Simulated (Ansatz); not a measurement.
# H₁₁HfNO₃Si₃: a ladder of functionals and wavefunction methods

The task here is to estimate one member of a computed series from the others.

Program: Ansatz 0.2.0, Gaussian basis. Level of theory: functionals in def2-TZVPP, the program's frozen cores in correlated methods. These are calculated values, not measurements.

Levels to be run: LDA (SPW92), PBE-D4, revPBE-D4, BLYP-D4, r2SCAN-D4, B97M-V, PBE0-D4, B3LYP-D4, r2SCANh-D4, r2SCAN0-D4, HSE06-D4, BHLYP-D4, CAM-B3LYP-D4, LC-ωPBE, ωB97X-V, ωB97M-V, B2PLYP, PBE-QIDH; CCSD(T)/def2-SVP; CCSD(T)/def2-TZVPP; MP2/def2-QZVPP; extrapolation to the limit; RPA on PBE.

## Structure used throughout

All runs share one geometry, relaxed beforehand with PBE0-D4 in a triple-zeta def2 set. Hf takes the def2 core potential; no spin-orbit term is included.

SMILES `[NH2][Hf]([O][SiH3])([O][SiH3])[O][SiH3]`, 19 atoms, charge 0, spin multiplicity 1.

Atoms are counted from 1 here; the program's logs count them from 0.

Bond lengths: N1–Hf2 2.033 Å, N1–H9 1.010 Å, N1–H10 1.010 Å, Hf2–O3 1.946 Å, Hf2–O5 1.946 Å, Hf2–O7 1.952 Å, O3–Si4 1.632 Å, Si4–H11 1.487 Å, Si4–H12 1.487 Å, Si4–H13 1.487 Å, O5–Si6 1.632 Å, Si6–H14 1.487 Å, Si6–H15 1.487 Å, Si6–H16 1.487 Å, O7–Si8 1.629 Å, Si8–H17 1.488 Å, Si8–H18 1.487 Å, Si8–H19 1.488 Å. Angles: Hf2–N1–H9 125.7°, Hf2–N1–H10 125.8°, H9–N1–H10 108.5°, N1–Hf2–O3 107.8°, N1–Hf2–O5 107.8°, N1–Hf2–O7 110.7°, O3–Hf2–O5 113.4°, O3–Hf2–O7 108.6°, O5–Hf2–O7 108.6°, Hf2–O3–Si4 177.0°, O3–Si4–H11 110.1°, O3–Si4–H12 110.1°, O3–Si4–H13 109.8°, H11–Si4–H12 109.0°, H11–Si4–H13 108.9°, H12–Si4–H13 108.9°, Hf2–O5–Si6 177.3°, O5–Si6–H14 110.1° and more.

The first run:

The input, in.yaml:

```yaml
crystal:
  periodic: [false, false, false]
  atoms:
    - {symbol: N, position_ang: [1.261846, 2.150054, -0.511088]}
    - {symbol: Hf, position_ang: [0.251564, 0.426543, -0.134671]}
    - {symbol: O, position_ang: [1.298121, -1.045368, -0.858518]}
    - {symbol: Si, position_ang: [2.110823, -2.332015, -1.448987]}
    - {symbol: O, position_ang: [-1.514576, 0.585397, -0.935598]}
    - {symbol: Si, position_ang: [-3.009450, 0.645355, -1.588464]}
    - {symbol: O, position_ang: [0.041895, 0.157105, 1.787322]}
    - {symbol: Si, position_ang: [-0.036971, 0.092400, 3.413464]}
    - {symbol: H, position_ang: [2.264365, 2.239644, -0.597318]}
    - {symbol: H, position_ang: [0.847084, 3.063612, -0.628994]}
    - {symbol: H, position_ang: [1.295244, -3.020629, -2.484154]}
    - {symbol: H, position_ang: [2.412177, -3.291230, -0.353451]}
    - {symbol: H, position_ang: [3.389253, -1.882820, -2.061768]}
    - {symbol: H, position_ang: [-3.152502, -0.401111, -2.635022]}
    - {symbol: H, position_ang: [-3.237078, 1.979269, -2.205383]}
    - {symbol: H, position_ang: [-4.035058, 0.419705, -0.535699]}
    - {symbol: H, position_ang: [1.331867, 0.031635, 3.993578]}
    - {symbol: H, position_ang: [-0.791150, -1.116346, 3.840450]}
    - {symbol: H, position_ang: [-0.727445, 1.298810, 3.944292]}
basis:
  gaussian: {orbitals: def2-TZVPP}
hamiltonian: {xc: lda}
output: {orbitals: {seedname: orbitals}}
```

On the command line:

```console
$ ansatz run in.yaml --threads 4 --pin off --events-out ev --progress --plain --max-ram 46080MiB --backend cuda --devices 0, --max-vram 37GiB
```

Steps of the session up to this table: LDA; PBE-D4 (GGA); revPBE-D4 (GGA); BLYP-D4 (GGA); r2SCAN-D4 (meta-GGA); B97M-V (meta-GGA); PBE0-D4 (hybrid); B3LYP-D4 (hybrid); r2SCANh-D4 (hybrid); r2SCAN0-D4 (hybrid); HSE06-D4 (hybrid); BHLYP-D4 (hybrid); CAM-B3LYP-D4 (range-separated); LC-ωPBE (range-separated); ωB97X-V (range-separated); ωB97M-V (range-separated); B2PLYP (double hybrid); PBE-QIDH (double hybrid).

One of the session's tables, all rows but one given; the rest of the session is left out.

It belongs to the step «Orbital energies across the functionals». 

```
  functional  HOMO (eV)  gap (eV)
 LDA (SPW92)      -6.30      4.74
      PBE-D4          ?         ?
   revPBE-D4      -6.05      4.88
     BLYP-D4      -5.98      4.77
   r2SCAN-D4      -6.42      5.53
      B97M-V      -6.52      5.19
     PBE0-D4      -7.51      6.96
    B3LYP-D4      -7.26      6.46
  r2SCANh-D4      -6.94      6.29
  r2SCAN0-D4      -7.73      7.42
    HSE06-D4      -7.11      6.19
    BHLYP-D4      -8.81      8.90
CAM-B3LYP-D4      -8.93      9.16
     LC-ωPBE     -10.35     11.78
     ωB97X-V      -9.98     11.13
     ωB97M-V      -9.90     10.64
```

Q: Estimate the row for PBE-D4 from the others.

**Answer.** HOMO (eV): -6.12; gap (eV): 4.81. In the column «HOMO (eV)» it lies between LDA (SPW92) (-6.30) and revPBE-D4 (-6.05).
